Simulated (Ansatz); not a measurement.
# Ga3Sb (I4/mmm) in Ansatz: equation of state

Aim: energy against volume of Ga3Sb in PBEsol, for its equilibrium volume and stiffness.

All numbers are computed with Ansatz 0.2.0; they aren't measurements. Logs are shortened: lines on timing, memory, paths and dates and some standing lists are left out, and cuts for length are marked.

## Step 1: Starting point

Symmetry: I4/mmm, No. 139, tetragonal system. Conventional cell: a = 4.318 Å, b = 4.318 Å, c = 9.521 Å, α = 90.00°, β = 90.00°, γ = 90.00°. Sb (site symmetry 4/mmm) is surrounded by 12 Ga at 3.05 to 3.21 Å. Ga (site symmetry 4/mmm) is surrounded by 4 Sb at 3.05 Å and 8 Ga at 3.21 Å. Ga (site symmetry -4m2) has 8 Ga at 3.05 to 3.21 Å and 4 Sb at 3.21 Å as nearest neighbours.

The cell comes from a database or a generator and needn't be the stable form of this composition.

## Step 2: Equation of state, PBEsol

Potentials or basis: all-electron LAPW, scalar-relativistic.

No new run: the results of the series are fitted here.

What came out:

```yaml
Equilibrium_volume: "20.57 Å³/atom (rough: see the caveat)"
Bulk_modulus_at_fixed_shape_and_positions: 57 GPa (rough)
```

Energy against volume, from the lowest point:
```
volume (Å³/atom)  energy (meV/atom)
          20.855               0.00
          21.298               3.60
          21.742               9.93
          22.186              18.65
          22.630              29.47
          23.073              42.12
          23.517              56.38
```

Caveat: the minimum lies outside the volumes run; the cell was scaled at fixed shape and fractional positions, which overstates the stiffness of a crystal with free parameters, most of all of layers and chains. Spin-orbit coupling is left out, which matters for the levels of Sb.
